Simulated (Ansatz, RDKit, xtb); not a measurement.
**C3H7FSSi: which of the isomers drawn lies lowest?**

Which of a sample of isomers of C3H7FSSi is the most stable in the gas at 298.15 K, and what are its properties? The sample is small against all isomers, and the most stable one of this formula need not be in it.

The funnel: GFN2-xTB relaxations, single points with a density functional, relaxations at r2SCAN-D4/def2-SVP, harmonic vibrations (at GFN2-xTB), and a last energy at a higher level. All values are calculated.

## Step 1: Candidates

Isomers were taken from a list of plausible structures; this is a sample, not all of them. That gives 7 candidates.

```tsv
label	SMILES	spin
c027	F[C@@H]1CSC[SiH2]1	singlet
c167	C=C(CF)S[SiH3]	singlet
c320	CS[C@@H]1[SiH2][C@H]1F	singlet
c360	CC(=S)C[SiH2]F	singlet
c419	CS/C=C/[SiH2]F	singlet
c882	CS[Si@@H]1C[C@H]1F	singlet
c966	C=CS[C@H](F)[SiH3]	singlet
```

Candidates are built by distance geometry, with a force field where one applies, in up to four conformers (letters a to d).

**Question.** With final energies at CCSD(T)/def2-SVP + MP2/def2-TZVPP - MP2/def2-SVP, which structure will this search put lowest in free energy, and by what margin?

| quantity | value |
| --- | --- |
| lowest structure found | CC(=S)C[SiH2]F, singlet |
| next finalist | CS/C=C/[SiH2]F, singlet, 5.8 kcal/mol higher in G |
| share at equilibrium, among the finalists | 100.0 % |

The lowest structure found is `CC(=S)C[SiH2]F`. The margin of 5.8 kcal/mol over the next finalist is beyond the usual error of the last level; it says nothing of structures that weren't ranked. r2SCAN-D4/def2-SVP, r2SCAN-D4/def2-SVP, relaxed, HF/def2-SVP and MP2/def2-SVP already put its bonding pattern lowest among the structures in one piece. One minimum inside the window was never screened. Lowest found is not proven lowest: the search is finite, and each finalist counts with one conformer. Only 7 drawn patterns were tried, so whole families of isomers are missing, and the result ranks this sample alone.
